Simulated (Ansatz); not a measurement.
**GeP (sextet): wave-function methods side by side, cc-pVDZ**

Aim: climb from Hartree-Fock through coupled cluster and multireference methods for GeP (sextet) at one geometry and basis, and see what each rung misses.

The runs use Ansatz 0.2.0, Gaussian basis; cc-pVDZ, core rule «outside noble gas», up to 19 orbitals frozen.

To be run: UHF; CCSD(T) on ROHF; CCSD(T) on UHF; BCCD(T) on ROHF; CISD; CCSDT(Q) on ROHF; CCSDT(Q) on UHF; CASSCF and MRCISD+Q, 9 electrons in 8 orbitals; CASSCF and MRCISD+Q(relaxed), 9 electrons in 8 orbitals; CASSCF and NEVPT2, 9 electrons in 8 orbitals.

16 further runs of the same task are left out: 8 that didn't finish, 8 set aside as unsound or not needed.

## Step 1: The system

The geometry is a PBE0/def2-TZVP stationary point (not a proven minimum) of the parent state, kept for this charge and spin. No spin-orbit coupling is included. The filled d shell of Ge may be among the frozen orbitals whatever the setting's name suggests; the logs give the count.

2 atoms, charge 0, spin multiplicity 6.

Atoms are counted from 1 here; the program's logs count them from 0.

Bond lengths: Ge1–P2 2.428 Å.

Coordinates:

```xyz
2

Ge    0.00000    0.00000    0.00000
P     0.00000    0.00000    2.42770
```

## Step 2: UHF

Contents of in.yaml:

```yaml
crystal:
  periodic: [false, false, false]
  atoms:
    - {symbol: Ge, position_ang: [0.000000, 0.000000, 0.000000]}
    - {symbol: P, position_ang: [0.000000, 0.000000, 2.427700]}
basis:
  gaussian: {orbitals: cc-pVDZ}
magnetization: {spin_polarized: true, initial_magnetization: 5}
hamiltonian: {xc: hf}
output: {orbitals: {seedname: orbitals}}
```

Launch:

```
> ansatz run in.yaml --threads 1 --pin off --events-out ev --progress --plain --max-ram 2393MiB
```

The runs that follow: CCSD(T) on ROHF; CCSD(T) on UHF; BCCD(T) on ROHF; CISD; CCSDT(Q) on ROHF; CCSDT(Q) on UHF; CASSCF and MRCISD+Q, 9 electrons in 8 orbitals; CASSCF and MRCISD+Q(relaxed), 9 electrons in 8 orbitals; CASSCF and NEVPT2, 9 electrons in 8 orbitals.

Before running them: what should the planned runs give, taken together? Wanted: UCCSDT(Q) below the RHF energy; RMP2 from UCCSDT(Q); UMP2 from UCCSDT(Q); RCCSD from UCCSDT(Q); RCCSD(T) from UCCSDT(Q); UCCSD(T) from UCCSDT(Q); RCCSDT(Q) from UCCSDT(Q); NEVPT2 valence from UCCSDT(Q); MRCISD+Q valence from UCCSDT(Q).

**Answer**, as computed:

```
                                quantity                                                                             value
          UCCSDT(Q) below the RHF energy                                                                        -4.2406 eV
                     RMP2 from UCCSDT(Q)                                                                      +90.1 kJ/mol
                     UMP2 from UCCSDT(Q)                                                                      +92.1 kJ/mol
                    RCCSD from UCCSDT(Q)                                                                      +14.3 kJ/mol
                 RCCSD(T) from UCCSDT(Q)                                                                       +4.3 kJ/mol
                 UCCSD(T) from UCCSDT(Q)                                                                       +3.0 kJ/mol
                RCCSDT(Q) from UCCSDT(Q)                                                                       +1.4 kJ/mol
           NEVPT2 valence from UCCSDT(Q)                                                                      +82.0 kJ/mol
         MRCISD+Q valence from UCCSDT(Q)                                                                       -0.6 kJ/mol
MRCISD+Q(relaxed) valence from UCCSDT(Q)                                                                       -3.4 kJ/mol
       levels within 1 kcal/mol (43 meV)  UCCSD(T), RCCSDT, UCCSDT, RCCSDT(Q), MRCISD+Q valence, MRCISD+Q(relaxed) valence
                           T1 diagnostic                                                                             0.016
          effectively unpaired electrons                                                                              5.01
```

RCCSD(T) misses by +4.3 kJ/mol, 1.0 % of the correlation energy. One determinant dominates. Of the multireference levels listed MRCISD+Q valence comes nearest in total energy (-0.6 kJ/mol), which doesn't show that its space is the better one. These misses are within one basis, not against nature; the frozen cores of restricted and unrestricted runs differ, which can shift their rows.
